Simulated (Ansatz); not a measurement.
# C2H8BFSi: the cost of one run

Method: RKS PBE0-D4/6-31G, in Ansatz 0.2.0.

## Step 1: The structure to begin with

Bond lengths: C1–B2 1.525 Å, B2–C3 1.583 Å, C3–F4 1.333 Å, C3–Si5 1.886 Å, C1–H6 1.169 Å, C1–H7 1.093 Å, C1–H8 1.109 Å, B2–H9 1.223 Å, C3–H10 1.142 Å, Si5–H11 1.433 Å, Si5–H12 1.444 Å, Si5–H13 1.445 Å. Angles (14 of 21 angles, heavy atoms first): C1–B2–C3 120.2°, B2–C3–F4 115.2°, B2–C3–Si5 109.8°, F4–C3–Si5 109.1°, C1–B2–H9 118.7°, C3–B2–H9 121.1°, B2–C1–H6 111.2°, B2–C1–H7 112.6°, B2–C1–H8 111.3°, B2–C3–H10 107.6°, F4–C3–H10 107.7°, Si5–C3–H10 107.1°, C3–Si5–H11 110.2°, C3–Si5–H12 108.6°.

As a file:

```xyz
13

C    -1.7033    1.0183    0.4262
B    -0.2704    0.5804    0.7128
C     0.7261    0.2836   -0.4802
F     0.2484    0.5479   -1.6967
Si    1.2854   -1.5164   -0.4145
H    -1.7282    2.0357   -0.1485
H    -2.2500    0.2952   -0.1836
H    -2.2556    1.2302    1.3640
H     0.0864    0.4636    1.8769
H     1.6544    0.9301   -0.3235
H     2.2277   -1.7795   -1.4609
H     0.1235   -2.3655   -0.5390
H     1.8759   -1.7585    0.8818
```

## Step 2: Preparing the start

Contents of input.yaml:

```yaml
crystal:
  periodic: [false, false, false]
  atoms:
    - { symbol: C, position_ang: [-1.7033, 1.0183, 0.4262] }
    - { symbol: B, position_ang: [-0.2704, 0.5804, 0.7128] }
    - { symbol: C, position_ang: [0.7261, 0.2836, -0.4802] }
    - { symbol: F, position_ang: [0.2484, 0.5479, -1.6967] }
    - { symbol: Si, position_ang: [1.2854, -1.5164, -0.4145] }
    - { symbol: H, position_ang: [-1.7282, 2.0357, -0.1485] }
    - { symbol: H, position_ang: [-2.25, 0.2952, -0.1836] }
    - { symbol: H, position_ang: [-2.2556, 1.2302, 1.364] }
    - { symbol: H, position_ang: [0.0864, 0.4636, 1.8769] }
    - { symbol: H, position_ang: [1.6544, 0.9301, -0.3235] }
    - { symbol: H, position_ang: [2.2277, -1.7795, -1.4609] }
    - { symbol: H, position_ang: [0.1235, -2.3655, -0.539] }
    - { symbol: H, position_ang: [1.8759, -1.7585, 0.8818] }
basis:
  gaussian: { orbitals: "6-31G" }
hamiltonian:
  xc: pbe0
  dispersion: d4
relax:
  f_tol: 0.02
  max_steps: 40
scf:
  lower_state_search: "off"
```

Started as:

```bash
> ansatz run input.yaml --threads 1 --pin off --max-ram 2048MiB --backend cpu --events-out ev --progress --plain --runs-dir out
```

Q: Estimate wall time and peak memory on 1 thread of Arm Neoverse V2, shared host.

About 84 s, with a peak of 0.15 GiB.
